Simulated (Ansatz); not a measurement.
What does this script print? It uses the Python package of Ansatz (0.2.0).

Script `scan_geh4o2si.py`:
```python
"""Potential curve of GeH4O2Si along one bond."""

import ansatz as az
import numpy as np

GEOMETRY = """
O    -1.72310    0.84220   -0.52000
Si   -0.07340    0.67130   -0.57380
O     0.51830    0.70110    1.00100
Ge    0.77380   -1.06220    0.71780
H    -2.08420    0.52520   -1.41870
H     0.75150    1.53750   -1.45120
H     2.22320   -1.45540    0.60380
H    -0.29400   -1.81690    1.58520
"""


def main() -> None:
    geh4o2si = az.Crystal.molecule()
    for line in GEOMETRY.strip().splitlines():
        symbol, *xyz = line.split()
        geh4o2si = geh4o2si.atom(symbol, [float(v) for v in xyz])

    symbols = [site.symbol for site in geh4o2si.cartesian_sites]
    start = np.array([site.position_ang for site in geh4o2si.cartesian_sites])
    axis = (start[4] - start[0]) / np.linalg.norm(start[4] - start[0])
    moving = [4]
    lengths, energies = [0.87, 0.94, 1.02, 1.12, 1.27, 1.53, 1.83, 2.24], []
    for length in lengths:
        xyz = start.copy()
        xyz[moving] += (length - np.linalg.norm(start[4] - start[0])) * axis
        point = az.Crystal.molecule()
        for symbol, place in zip(symbols, xyz):
            point = point.atom(symbol, place.tolist())
        job = (
            point.calculation()
            .basis(gaussian="def2-SVP")
            .functional("r2scan0")
        )
        report = job.run().report
        energies.append(report["free_energy_ev"])
        print(f"r = {length:6.3f} A  E = {energies[-1]:.5f} eV  <S^2> = {abs(report['mean_field']['state']['spin_squared']):.3f}")

    print("energy above the lowest point (eV):", [round(e - min(energies), 3) for e in energies])


if __name__ == "__main__":
    main()
```

Running `python scan_geh4o2si.py` prints:
```text
r =  0.870 A  E = -68538.49455 eV  <S^2> = 0.000
r =  0.940 A  E = -68538.76508 eV  <S^2> = 0.000
r =  1.020 A  E = -68538.70011 eV  <S^2> = 0.000
r =  1.120 A  E = -68538.30343 eV  <S^2> = 0.000
r =  1.270 A  E = -68537.42218 eV  <S^2> = 0.000
r =  1.530 A  E = -68535.78802 eV  <S^2> = 0.000
r =  1.830 A  E = -68534.22001 eV  <S^2> = 0.000
r =  2.240 A  E = -68532.89467 eV  <S^2> = 0.000
energy above the lowest point (eV): [0.271, 0.0, 0.065, 0.462, 1.343, 2.977, 4.545, 5.87]
```

Notes:
- Total energies depend on the basis set; only differences at equal settings carry meaning.
- The rest of the molecule is held rigid at a force-field or estimated start geometry, and the basis set is modest; single-reference methods fail as a bond breaks.
- The orbitals are restricted, so S² is zero by construction.
- Toward dissociation an unrestricted state can lie under the restricted one, by tenths of an eV for polar bonds under a functional and by 1 to 2 eV or more for others.
- Run time: 57 s on 1 thread of Arm Neoverse V1, on a shared host, peak memory 0.3 GiB.
